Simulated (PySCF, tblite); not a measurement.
**C₆H₁₀FPSi₂: geometry, infrared bands and NMR shifts**

Aim: predict the infrared bands and NMR shifts of C₆H₁₀FPSi₂ (`F[Si@@H]([SiH2]P)c1ccccc1`).

Programs: tblite 0.8.0 and PySCF 2.14.0, with density-fitted response routines of our own. Each step states its level of theory. These are calculated values for one molecule in the gas phase, unless marked as measured. Atoms count from 0, in the outputs and in this text.

**1. The molecule as given**

20 atoms, charge 0, multiplicity 1; geometry from: force field or distance geometry start.

Bonds of the start (Å): F0–Si1 1.60, Si1–Si2 2.30, Si2–P3 2.22, Si1–C4 1.88, C4–C5 1.41, C5–C6 1.40, C6–C7 1.40, C7–C8 1.39, C8–C9 1.41, C9–C4 1.40, Si1–H10 1.49, Si2–H11 1.49, Si2–H12 1.50, P3–H13 1.41, P3–H14 1.41, C5–H15 1.08, C6–H16 1.08, C7–H17 1.09, C8–H18 1.09, C9–H19 1.09.

**2. Geometry optimisation with GFN2-xTB**

The job: settings as JSON, then the geometry in Å.

```
{"job": {"kind": "relax", "xc": "GFN2-xTB", "basis": "xTB"}, "charge": 0, "multiplicity": 1}
F     -0.518000     3.047700    -0.609600
Si    -0.743100     1.810100     0.375700
Si    -2.742300     0.748200    -0.035000
P     -3.037400    -1.045000     1.234700
C      0.657300     0.585600     0.076500
C      1.320100     0.565000    -1.172300
C      2.355200    -0.344300    -1.413800
C      2.741700    -1.243900    -0.415000
C      2.096700    -1.239500     0.816700
C      1.058000    -0.325800     1.066100
H     -0.674400     2.292000     1.789200
H     -2.845700     0.279300    -1.446400
H     -3.912200     1.654200     0.233000
H     -4.128800    -1.598700     0.533000
H     -2.068300    -1.859200     0.617900
H      1.053000     1.265800    -1.949400
H      2.862900    -0.348100    -2.368300
H      3.536800    -1.962300    -0.607600
H      2.393200    -1.932800     1.597000
H      0.590000    -0.337600     2.047300
```

Started as:

```console
> OMP_NUM_THREADS=1 python probes_run.py task.json out
```

The driver reads the jobs from task.json and runs them one after another.

**Question.** This job is followed by: GFN2-xTB harmonic vibrations, gas phase; GIAO PBE0/pcSseg-1 NMR shielding, non-relativistic, gas phase. Predict these results of the whole session: strongest single infrared mode (GFN2-xTB); zero-point energy (GFN2-xTB); 13C shifts against TMS (PBE0/pcSseg-1, means over atoms taken as alike); 1H shifts against TMS (PBE0/pcSseg-1, means over atoms taken as alike); 19F shifts against CFCl3 (PBE0/pcSseg-1); 29Si shifts against TMS (PBE0/pcSseg-1); 31P shifts against H3PO4 (PBE0/pcSseg-1).

The runs gave:

| quantity | value |
| --- | --- |
| strongest single infrared mode (GFN2-xTB) | 592 cm⁻¹, 407 km/mol |
| zero-point energy (GFN2-xTB) | 83.6 kcal/mol |
| 13C shifts against TMS (PBE0/pcSseg-1, means over atoms taken as alike) | 138.4, 138.2, 136.3, 133.6 ppm |
| 1H shifts against TMS (PBE0/pcSseg-1, means over atoms taken as alike) | 7.78, 7.74, 7.72, 6.26, 4.42, 4.07, 1.01 ppm |
| 19F shifts against CFCl3 (PBE0/pcSseg-1) | -233.2 ppm |
| 29Si shifts against TMS (PBE0/pcSseg-1) | 11.2, -96.0 ppm |
| 31P shifts against H3PO4 (PBE0/pcSseg-1) | -313.2 ppm |

The optimisation took 103 steps and gained 0.207 eV; among the close pairs (by a distance rule), Si2–H12 changed most, from 1.504 to 1.470 Å. No mode is imaginary among the 54: a minimum at this level. The strongest single mode, at 592 cm⁻¹, is spread over many atoms; the largest shares are those of H12, H10. Unscaled tight-binding wavenumbers are off by several per cent, some by more. Its intensities can rank the bands wrongly. NICS(1)zz of -29 ppm above the planar ring from C4 marks a diatropic (aromatic) ring current.
